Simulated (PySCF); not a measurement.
**[Hg(NH3)3]2+: other spin states, a change of charge and excitations**

Aim: at the relaxed geometry of [Hg(NH3)3]2+, try other spin states, a change of charge and excitations. The species was built from a template and needn't be a known compound.

Method: PBE, Hg def2-SVP with ECP60, N def2-SVP, H def2-SVP; scalar-relativistic core potentials, no spin–orbit coupling; program: PySCF 2.14.0.

2 further runs of the same task are left out: 1 for a known fault of the program, 1 that didn't finish. Runs told in other sessions of the task aren't counted.

## 1. Where the work starts

13 atoms, charge 2, spin multiplicity 1.

Bond lengths: Hg1–N2 2.283 Å, Hg1–N6 2.283 Å, Hg1–N10 2.283 Å, N2–H3 1.036 Å, N2–H4 1.036 Å, N2–H5 1.035 Å, N6–H7 1.036 Å, N6–H8 1.036 Å, N6–H9 1.035 Å, N10–H11 1.036 Å, N10–H12 1.036 Å, N10–H13 1.035 Å. Angles: N2–Hg1–N6 120.0°, N2–Hg1–N10 120.0°, N6–Hg1–N10 120.0°, Hg1–N2–H3 112.0°, Hg1–N2–H4 112.0°, Hg1–N2–H5 112.6°, H3–N2–H4 106.7°, H3–N2–H5 106.6°, H4–N2–H5 106.6°, Hg1–N6–H7 112.0°, Hg1–N6–H8 112.0°, Hg1–N6–H9 112.6°, H7–N6–H8 106.7°, H7–N6–H9 106.6°, H8–N6–H9 106.6°, Hg1–N10–H11 112.0°, Hg1–N10–H12 112.0°, Hg1–N10–H13 112.6° and more.

As a file:

```xyz
13
charge 2, multiplicity 1
Hg    0.0000    0.0000    0.0000
N     2.2827    0.0024    0.0000
H     2.6707   -0.4788    0.8310
H     2.6707   -0.4788   -0.8310
H     2.6787    0.9587    0.0000
N    -1.1434    1.9756    0.0000
H    -0.9207    2.5523    0.8310
H    -0.9207    2.5523   -0.8310
H    -2.1696    1.8405    0.0000
N    -1.1392   -1.9781    0.0000
H    -1.7500   -2.0734    0.8310
H    -1.7500   -2.0734   -0.8310
H    -0.5091   -2.7992    0.0000
```

Formal oxidation states: Hg +2. An earlier session relaxed this geometry at PBE, Hg def2-SVP with ECP60, N def2-SVP, H def2-SVP (singlet, point group C3h).

Its energy there is -322.268303 Eh.

## 2. Multiplicity 3 at the relaxed geometry

run.py (the lines that set the calculation)

```python
mol = gto.M(atom='''
Hg     0.00000     0.00000     0.00000
N      2.28266     0.00244     0.00000
H      2.67067    -0.47883     0.83101
H      2.67067    -0.47883    -0.83101
H      2.67871     0.95873     0.00000
N     -1.14344     1.97562     0.00000
H     -0.92066     2.55228     0.83101
H     -0.92066     2.55228    -0.83101
H     -2.16964     1.84047     0.00000
N     -1.13922    -1.97806     0.00000
H     -1.75001    -2.07345     0.83101
H     -1.75001    -2.07345    -0.83101
H     -0.50907    -2.79920     0.00000''',
    basis={'Hg': 'def2-SVP', 'N': 'def2-SVP', 'H': 'def2-SVP'},
    ecp={'Hg': 'def2-SVP'},
    charge=2, spin=2)
mf = dft.UKS(mol, xc='PBE')
mf.grids.atom_grid = (50, 194)
mf = mf.density_fit()  # fitting sets: Hg def2-universal-JKFIT, N def2-universal-JKFIT, H def2-universal-JKFIT
mf.conv_tol = 1e-08; mf.max_cycle = 55
mf.kernel(dm0)  # dm0: free metal ions and neutral atoms
```

On the command line:

```console
> OMP_NUM_THREADS=2 python run.py
```

What it wrote:

```text
init E= -321.444035975255
cycle= 1 E= -321.681853650811  delta_E= -0.238  |g|= 0.849  |ddm|= 2.82
cycle= 2 E= -320.072702616219  delta_E= 1.61  |g|= 2.02  |ddm|= 4.51
cycle= 3 E= -322.051589279272  delta_E= -1.98  |g|= 0.315  |ddm|= 3.48
cycle= 4 E= -321.956768342282  delta_E= 0.0948  |g|= 0.523  |ddm|= 1.21
cycle= 5 E= -322.078829832961  delta_E= -0.122  |g|= 0.218  |ddm|= 1.15
cycle= 6 E= -322.068461688218  delta_E= 0.0104  |g|= 0.242  |ddm|= 1.12
cycle= 7 E= -322.079736652406  delta_E= -0.0113  |g|= 0.198  |ddm|= 0.599
cycle= 8 E= -322.081431230998  delta_E= -0.00169  |g|= 0.188  |ddm|=  1.1
cycle= 9 E= -322.087017077828  delta_E= -0.00559  |g|= 0.159  |ddm|= 0.277
cycle= 10 E= -322.087030665737  delta_E= -1.36e-05  |g|= 0.159  |ddm|= 0.000402
cycle= 11 E= -322.088627238288  delta_E= -0.0016  |g|= 0.151  |ddm|= 0.0255
cycle= 12 E= -322.074192330813  delta_E= 0.0144  |g|= 0.218  |ddm|= 1.11
cycle= 13 E= -322.070087161584  delta_E= 0.00411  |g|= 0.232  |ddm|= 0.0351
cycle= 14 E= -322.071836337311  delta_E= -0.00175  |g|= 0.226  |ddm|= 0.0168
cycle= 15 E= -322.060670011517  delta_E= 0.0112  |g|= 0.261  |ddm|= 0.0848
cycle= 16 E= -322.07266424303  delta_E= -0.012  |g|= 0.222  |ddm|= 0.0695
cycle= 17 E= -322.073017752806  delta_E= -0.000354  |g|= 0.221  |ddm|= 0.0759
cycle= 18 E= -322.076790444519  delta_E= -0.00377  |g|= 0.207  |ddm|= 0.0263
cycle= 19 E= -322.08338884141  delta_E= -0.0066  |g|= 0.179  |ddm|= 0.0995
cycle= 20 E= -322.079926537189  delta_E= 0.00346  |g|= 0.195  |ddm|= 1.06
cycle= 21 E= -322.079369209007  delta_E= 0.000557  |g|= 0.197  |ddm|= 0.338
...
cycle= 40 E= -322.103171425785  delta_E= -9.69e-05  |g|= 0.0127  |ddm|= 0.00692
cycle= 41 E= -322.103189756149  delta_E= -1.83e-05  |g|= 0.012  |ddm|= 0.00306
cycle= 42 E= -322.103210100683  delta_E= -2.03e-05  |g|= 0.011  |ddm|= 0.00346
cycle= 43 E= -322.103224736916  delta_E= -1.46e-05  |g|= 0.0104  |ddm|= 0.00366
cycle= 44 E= -322.103252498566  delta_E= -2.78e-05  |g|= 0.00866  |ddm|= 0.00482
cycle= 45 E= -322.10322092161  delta_E= 3.16e-05  |g|= 0.0118  |ddm|= 0.0051
cycle= 46 E= -322.103218342069  delta_E= 2.58e-06  |g|= 0.0121  |ddm|= 0.0022
cycle= 47 E= -322.103203662691  delta_E= 1.47e-05  |g|= 0.0131  |ddm|= 0.00195
cycle= 48 E= -322.103180017237  delta_E= 2.36e-05  |g|= 0.0145  |ddm|= 0.00204
cycle= 49 E= -322.103178856577  delta_E= 1.16e-06  |g|= 0.0145  |ddm|= 0.000634
cycle= 50 E= -322.103137863159  delta_E= 4.1e-05  |g|= 0.0166  |ddm|= 0.00308
cycle= 51 E= -322.103141254939  delta_E= -3.39e-06  |g|= 0.0162  |ddm|= 0.00189
cycle= 52 E= -322.103060504713  delta_E= 8.08e-05  |g|= 0.0198  |ddm|= 0.00555
cycle= 53 E= -322.103169175426  delta_E= -0.000109  |g|= 0.014  |ddm|= 0.00733
cycle= 54 E= -322.103196354203  delta_E= -2.72e-05  |g|= 0.0126  |ddm|= 0.00277
cycle= 55 E= -322.103257410371  delta_E= -6.11e-05  |g|= 0.0083  |ddm|= 0.00667
SCF not converged.
macro= 0  E= -322.10340529887  delta_E= -0.000147888  |g|= 0.00830324  2 KF 6 JK
macro= 1  E= -322.103411596097  delta_E= -6.29723e-06  |g|= 0.000292954  2 KF 9 JK
macro= 2  E= -322.103411596099  delta_E= -1.25056e-12  |g|= 3.50206e-05  1 KF 2 JK
macro X = 3  E=-322.103411596099  |g|= 3.50206e-05  total 6 KF 21 JK
converged SCF energy = -322.103411596099  <S^2> = 2.0029565  2S+1 = 3.0019704
```

Wall time 77 s (2 threads of Arm Neoverse V1, shared host).

Result: E = -322.103412 Eh (+4.487 eV from the relaxed state), HOMO -12.88 eV, LUMO -17.09 eV (over both spins), ⟨S²⟩ = 2.003, Mulliken charge on Hg1 +0.42 e. An empty level of one spin lies below a filled level of the other.

## 3. One electron removed, multiplicity 2

run.py (the lines that set the calculation): that of step 2 with these lines changed.

```diff
@@ -16,3 +16,3 @@
     ecp={'Hg': 'def2-SVP'},
-    charge=2, spin=2)
+    charge=3, spin=1)
 mf = dft.UKS(mol, xc='PBE')
@@ -21,2 +21,2 @@
 mf.conv_tol = 1e-08; mf.max_cycle = 55
-mf.kernel(dm0)  # dm0: free metal ions and neutral atoms
+mf.kernel(dm0)  # dm0: the density of the relaxed state
```

On the command line:

```console
> OMP_NUM_THREADS=2 python run.py
```

What it wrote:

```text
init E= -322.271121808485
cycle= 1 E= -321.476733969614  delta_E= 0.794  |g|= 0.273  |ddm|= 0.778
  HOMO = -0.87995542425  LUMO = -0.870692274905  gap/eV = 0.25206
cycle= 2 E= -321.161371702466  delta_E= 0.315  |g|= 0.802  |ddm|= 1.35
  HOMO = -0.891051463993  LUMO = -0.876384542785  gap/eV = 0.39911
cycle= 3 E= -321.467794299876  delta_E= -0.306  |g|= 0.312  |ddm|=  1.2
  HOMO = -0.872135109499  LUMO = -0.854440800017  gap/eV = 0.48149
cycle= 4 E= -321.460468970929  delta_E= 0.00733  |g|= 0.313  |ddm|= 1.08
  HOMO = -0.86289313665  LUMO = -0.854797718054  gap/eV = 0.22029
cycle= 5 E= -321.485793993294  delta_E= -0.0253  |g|= 0.231  |ddm|= 0.736
  HOMO = -0.862402019383  LUMO = -0.854017253332  gap/eV = 0.22816
cycle= 6 E= -321.490319000485  delta_E= -0.00453  |g|= 0.213  |ddm|= 1.07
  HOMO = -0.857881029251  LUMO = -0.854019967448  gap/eV = 0.10506
cycle= 7 E= -321.499458000694  delta_E= -0.00914  |g|= 0.175  |ddm|= 0.147
  HOMO = -0.856479316199  LUMO = -0.854419007758  gap/eV = 0.05606
cycle= 8 E= -321.502456748096  delta_E= -0.003  |g|= 0.162  |ddm|= 0.121
  HOMO = -0.859120353088  LUMO = -0.851414397155  gap/eV = 0.20969
cycle= 9 E= -321.486652943784  delta_E= 0.0158  |g|= 0.224  |ddm|= 1.07
  HOMO = -0.85908441268  LUMO = -0.851255224811  gap/eV = 0.21304
cycle= 10 E= -321.486544036804  delta_E= 0.000109  |g|= 0.224  |ddm|= 0.105
  HOMO = -0.859072170717  LUMO = -0.851414311552  gap/eV = 0.20838
cycle= 11 E= -321.485461341483  delta_E= 0.00108  |g|= 0.228  |ddm|= 0.00959
...
  HOMO = -0.849339744365  LUMO = -0.761568064759  gap/eV = 2.38839
cycle= 49 E= -321.515877899771  delta_E= 0.000504  |g|= 0.0792  |ddm|= 0.0262
  HOMO = -0.849442876648  LUMO = -0.761504054585  gap/eV = 2.39294
cycle= 50 E= -321.515250665412  delta_E= 0.000627  |g|= 0.0848  |ddm|= 0.0279
  HOMO = -0.849583981544  LUMO = -0.761142588588  gap/eV = 2.40661
cycle= 51 E= -321.514177481175  delta_E= 0.00107  |g|= 0.094  |ddm|= 0.0315
  HOMO = -0.850178962087  LUMO = -0.760643051071  gap/eV = 2.43640
cycle= 52 E= -321.51141655445  delta_E= 0.00276  |g|= 0.115  |ddm|= 0.0433
  HOMO = -0.850462382868  LUMO = -0.760346457416  gap/eV = 2.45218
cycle= 53 E= -321.509421178352  delta_E= 0.002  |g|= 0.127  |ddm|= 0.045
  HOMO = -0.850083967819  LUMO = -0.761101861101  gap/eV = 2.42133
cycle= 54 E= -321.510174448234  delta_E= -0.000753  |g|= 0.121  |ddm|= 0.0473
  HOMO = -0.850255576414  LUMO = -0.761130845857  gap/eV = 2.42521
cycle= 55 E= -321.509916690722  delta_E= 0.000258  |g|= 0.123  |ddm|= 0.0454
SCF not converged.
  HOMO = -0.836500690387  LUMO = -0.823997023656  gap/eV = 0.34024
macro= 0  E= -321.519730429448  delta_E= -0.00981374  |g|= 0.00135096  5 KF 17 JK
macro= 1  E= -321.519699670934  delta_E= 3.07585e-05  |g|= 0.00129432  2 KF 9 JK
macro= 2  E= -321.519703141395  delta_E= -3.47046e-06  |g|= 0.000194887  2 KF 10 JK
macro= 3  E= -321.519703141399  delta_E= -4.3201e-12  |g|= 1.6171e-05  1 KF 2 JK
macro X = 4  E=-321.519703141399  |g|= 1.6171e-05  total 11 KF 43 JK
converged SCF energy = -321.519703141399  <S^2> = 0.76294593  2S+1 = 2.0129043
```

It took 82 s on 2 threads of Arm Neoverse V1, shared host.

Read off: E = -321.519703 Eh (+20.370 eV from the relaxed state), HOMO -23.06 eV, LUMO -23.50 eV (over both spins), ⟨S²⟩ = 0.763, Mulliken charge on Hg1 +0.93 e. An empty level of one spin lies below a filled level of the other.

## 4. One electron added, multiplicity 2

run.py (the lines that set the calculation): that of step 3 with these lines changed.

```diff
@@ -16,3 +16,3 @@
     ecp={'Hg': 'def2-SVP'},
-    charge=3, spin=1)
+    charge=1, spin=1)
 mf = dft.UKS(mol, xc='PBE')
```

On the command line:

```console
> OMP_NUM_THREADS=2 python run.py
```

What it wrote:

```text
init E= -322.270896359589
  HOMO = -0.460460686311  LUMO = -0.454899197269  gap/eV = 0.15134
cycle= 1 E= -322.591901214463  delta_E= -0.321  |g|= 0.215  |ddm|= 1.95
  HOMO = -0.19918177738  LUMO = -0.185972195764  gap/eV = 0.35945
cycle= 2 E= -322.551353782534  delta_E= 0.0405  |g|= 0.382  |ddm|= 1.45
  HOMO = -0.243546743507  LUMO = -0.228862121351  gap/eV = 0.39959
cycle= 3 E= -322.620087561253  delta_E= -0.0687  |g|= 0.0237  |ddm|= 0.719
  HOMO = -0.248907224512  LUMO = -0.233707032312  gap/eV = 0.41362
cycle= 4 E= -322.620294857579  delta_E= -0.000207  |g|= 0.0178  |ddm|= 0.0761
  HOMO = -0.249482803858  LUMO = -0.234106560681  gap/eV = 0.41841
cycle= 5 E= -322.620434120792  delta_E= -0.000139  |g|= 0.00203  |ddm|= 0.0202
  HOMO = -0.249630130598  LUMO = -0.234123236725  gap/eV = 0.42196
cycle= 6 E= -322.620435911374  delta_E= -1.79e-06  |g|= 0.000346  |ddm|= 0.00295
  HOMO = -0.249565973373  LUMO = -0.234031997597  gap/eV = 0.42270
cycle= 7 E= -322.620435977236  delta_E= -6.59e-08  |g|= 5.21e-05  |ddm|= 0.000986
  HOMO = -0.249570203564  LUMO = -0.234033603225  gap/eV = 0.42277
cycle= 8 E= -322.620435978854  delta_E= -1.62e-09  |g|= 2.25e-05  |ddm|= 0.000132
  HOMO = -0.249570251064  LUMO = -0.234033734239  gap/eV = 0.42277
Extra cycle  E= -322.620435977922  delta_E= 9.32e-10  |g|= 5.07e-05  |ddm|= 8.11e-05
converged SCF energy = -322.620435977922  <S^2> = 0.75062891  2S+1 = 2.0006288
```

It took 4.7 s on 2 threads of Arm Neoverse V1, shared host.

Read off: E = -322.620436 Eh (-9.582 eV from the relaxed state), HOMO -6.79 eV, LUMO -6.37 eV (over both spins), ⟨S²⟩ = 0.751, Mulliken charge on Hg1 +0.17 e. 

## 5. Singlet excitations, Tamm-Dancoff CAM-B3LYP

run.py (the lines that set the calculation): that of step 4 with these lines changed.

```diff
@@ -16,4 +16,4 @@
     ecp={'Hg': 'def2-SVP'},
-    charge=1, spin=1)
-mf = dft.UKS(mol, xc='PBE')
+    charge=2, spin=0)
+mf = dft.RKS(mol, xc='CAMB3LYP')
 mf.grids.atom_grid = (50, 194)
```

On the command line:

```console
> OMP_NUM_THREADS=2 python run.py
```

What it wrote:

```text
init E= -322.313438591766
  HOMO = -0.734539373057813  LUMO = -0.384777846938517  gap/eV = 9.51750
cycle= 1 E= -322.318370934565  delta_E= -0.00493  |g|= 0.0339  |ddm|= 0.309
  HOMO = -0.731878568065832  LUMO = -0.382315924373181  gap/eV = 9.51208
cycle= 2 E= -322.318518220064  delta_E= -0.000147  |g|= 0.0317  |ddm|= 0.0578
  HOMO = -0.735112168760271  LUMO = -0.38404783662507  gap/eV = 9.55295
cycle= 3 E= -322.318737034944  delta_E= -0.000219  |g|= 0.00481  |ddm|= 0.0298
  HOMO = -0.735163115908955  LUMO = -0.383912088519242  gap/eV = 9.55803
cycle= 4 E= -322.318744951288  delta_E= -7.92e-06  |g|= 0.000534  |ddm|= 0.0088
  HOMO = -0.735115452093224  LUMO = -0.38386134225088  gap/eV = 9.55811
cycle= 5 E= -322.318745032928  delta_E= -8.16e-08  |g|= 0.000171  |ddm|= 0.00106
  HOMO = -0.735138350354328  LUMO = -0.383883845720325  gap/eV = 9.55812
cycle= 6 E= -322.318745043557  delta_E= -1.06e-08  |g|= 3.58e-05  |ddm|= 0.000316
  HOMO = -0.735132847121499  LUMO = -0.383877914154457  gap/eV = 9.55813
cycle= 7 E= -322.318745044025  delta_E= -4.68e-10  |g|= 5.53e-06  |ddm|= 6.84e-05
  HOMO = -0.735132704342069  LUMO = -0.383878089970878  gap/eV = 9.55812
Extra cycle  E= -322.318745044047  delta_E= -2.21e-11  |g|= 2.43e-06  |ddm|= 1.71e-05
converged SCF energy = -322.318745044047
```

Run time: 92 s. Hardware: 2 threads of Arm Neoverse V1, shared host.

Result: E = -322.318745 Eh, HOMO -20.00 eV, LUMO -10.45 eV, Mulliken charge on Hg1 +0.81 e. 

Singlet excitations:

```tsv
state	energy (eV)	oscillator strength
1	6.89	0.3615
2	6.89	0.3615
3	8.29	0.0000
4	8.29	0.0000
5	8.45	0.0000
6	9.08	0.0000
7	9.08	0.0000
8	9.92	0.2069
```

## 6. The states side by side

| state | energy from the relaxed state (eV) | ⟨S²⟩ | time |
| --- | --- | --- | --- |
| charge +2, singlet, vacuum (relaxed) | 0 | 0.00 |  |
| charge +1, doublet, vacuum | -9.58 | 0.75 | 4.7 s |
| charge +2, triplet, vacuum | 4.49 | 2.00 | 77 s |
| charge +3, doublet, vacuum | 20.37 | 0.76 | 82 s |

An electron taken off or put on is at rest in vacuum. 

In the excitation run (CAM-B3LYP), the lowest singlet lies at 6.89 eV (gaps between orbitals at other levels can't be set against it), and the brightest of the eight at 6.89 eV (f = 0.361); spin–orbit coupling would mix in triplets. Removing an electron vertically costs 20.37 eV (doublet), against −HOMO = 17.22 eV. Adding an electron vertically releases 9.58 eV (doublet). The triplet lies 4.49 eV above at this geometry. The bases are small and lack diffuse functions. Spin–orbit coupling is left out.
